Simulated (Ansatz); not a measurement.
I need a geometry optimisation of CH₃F₂NOSi, SMILES O=CN[SiH](F)F. Use the Ansatz DFT code, driven from Python. Level of theory: CAM-B3LYP, def2-SVP basis, multiplicity 1.

The script reads `ch3f2nosi.xyz`:
```text
9

O    -0.26000   -1.93260   -0.90290
C     0.65930   -1.26060   -0.52550
N     0.63210   -0.07210    0.12800
Si   -0.71920    0.84150    0.34810
F    -0.94450    1.79120   -0.93200
F    -0.56020    1.75620    1.65010
H     1.71660   -1.62630   -0.68450
H     1.55110    0.45560    0.31360
H    -1.98650    0.00080    0.58800
```

The script, `ch3f2nosi.py`:
```python
"""Minimum-energy structure of CH3F2NOSi."""

from dataclasses import dataclass
import warnings

import ansatz as az
import numpy as np


@dataclass(frozen=True)
class RunConfig:
    basis_set: str = "def2-SVP"
    functional: str = "cam_b3lyp"


cfg = RunConfig()


def main() -> None:
    warnings.simplefilter("ignore", az.DeckWarning)

    molecule = az.Crystal.molecule_from_extxyz("ch3f2nosi.xyz")

    job = molecule.calculation().basis(gaussian=cfg.basis_set).functional(cfg.functional)
    symbols = [site.symbol for site in molecule.cartesian_sites]
    start = np.array([site.position_ang for site in molecule.cartesian_sites], dtype=float)
    def progress(event):
        if event["event"] == "relax_step":
            row = event["data"]
            print(f"step {row['step']:3d}  E = {row['lagrangian_ev']:.6f} eV  max force {row['allowed_force_max_ev_ang']:.4f} eV/A")


    rep = job.relax(force_tolerance=0.01).session().plan().execute(on_event=progress).report
    end = np.array(rep["positions_ang"])

    print(f"E = {rep['free_energy_ev']:.6f} eV = {rep['free_energy_ev'] / 27.211386246:.7f} Ha")
    print("converged:", rep["converged"], " doubts:", rep["published_state_doubts"] or "none")

    print("bond        before    after (A)")
    for i, j in [(0, 1), (1, 2), (1, 6), (2, 3), (2, 7), (3, 4), (3, 5), (3, 8)]:
        d0, d1 = (np.linalg.norm(xyz[i] - xyz[j]) for xyz in (start, end))
        print(f"{symbols[i]}{i}-{symbols[j]}{j}".ljust(10), f"{d0:8.4f} {d1:8.4f}")

    charges = rep["charge_distribution"]
    print("dipole moment", round(4.803205 * float(np.linalg.norm(charges["dipole_moment_e_ang"])), 3), "D")
    print("Mulliken:", [(s, round(q, 3)) for s, q in zip(symbols, charges["mulliken_charges_e"])])
    with open("ch3f2nosi_opt.xyz", "w") as handle:
        handle.write(f"{len(symbols)}\nrelaxed CH3F2NOSi\n")
        handle.writelines(f"{s:2s} {x:11.6f} {y:11.6f} {z:11.6f}\n" for s, (x, y, z) in zip(symbols, end))


if __name__ == "__main__":
    main()
```

```console
$ python ch3f2nosi.py
step   1  E = -17924.901232 eV  max force 4.4470 eV/A
step   2  E = -17925.223711 eV  max force 1.8264 eV/A
step   3  E = -17925.215713 eV  max force 1.5504 eV/A
step   4  E = -17925.297454 eV  max force 0.8033 eV/A
step   5  E = -17925.320579 eV  max force 0.2563 eV/A
step   6  E = -17925.325128 eV  max force 0.1778 eV/A
step   7  E = -17925.332900 eV  max force 0.1981 eV/A
step   8  E = -17925.337331 eV  max force 0.1381 eV/A
step   9  E = -17925.339168 eV  max force 0.0906 eV/A
step  10  E = -17925.339482 eV  max force 0.2060 eV/A
step  11  E = -17925.336545 eV  max force 0.2449 eV/A
step  12  E = -17925.341028 eV  max force 0.0701 eV/A
step  13  E = -17925.341147 eV  max force 0.0286 eV/A
step  14  E = -17925.341171 eV  max force 0.0057 eV/A
E = -17925.341274 eV = -658.7441416 Ha
converged: True  doubts: none
bond        before    after (A)
O0-C1        1.1996   1.2061
C1-N2        1.3566   1.3696
C1-H6        1.1300   1.1139
N2-Si3       1.6459   1.7411
N2-H7        1.0759   1.0157
Si3-F4       1.6098   1.6017
Si3-F5       1.5991   1.6085
Si3-H8       1.5396   1.4628
dipole moment 3.183 D
Mulliken: [('O', -0.249), ('C', 0.213), ('N', -0.33), ('Si', 0.952), ('F', -0.31), ('F', -0.33), ('H', 0.009), ('H', 0.152), ('H', -0.105)]
```

File `ch3f2nosi_opt.xyz` afterwards:
```text
9
relaxed CH3F2NOSi
O    -0.250517   -1.629808   -1.163980
C     0.723432   -1.209518   -0.589909
N     0.695462   -0.064952    0.161809
Si   -0.797719    0.810928    0.348092
F    -1.178521    1.597481   -0.994251
F    -0.440371    1.923982    1.452870
H     1.713061   -1.719639   -0.623362
H     1.557727    0.242840    0.601637
H    -1.933855    0.002386    0.789994
```

Reading the output:
- Total energies depend on the basis set; only differences at equal settings carry meaning.
- The end point is the stationary point reached from this start; no frequency run checks that it is a minimum, and the basis set is modest.
- Wall time of the script: 74 s on 1 thread of Arm Neoverse V2 (shared host), peak memory 0.33 GiB.

(Lines on the test bed's own set-up are left out of the output.)
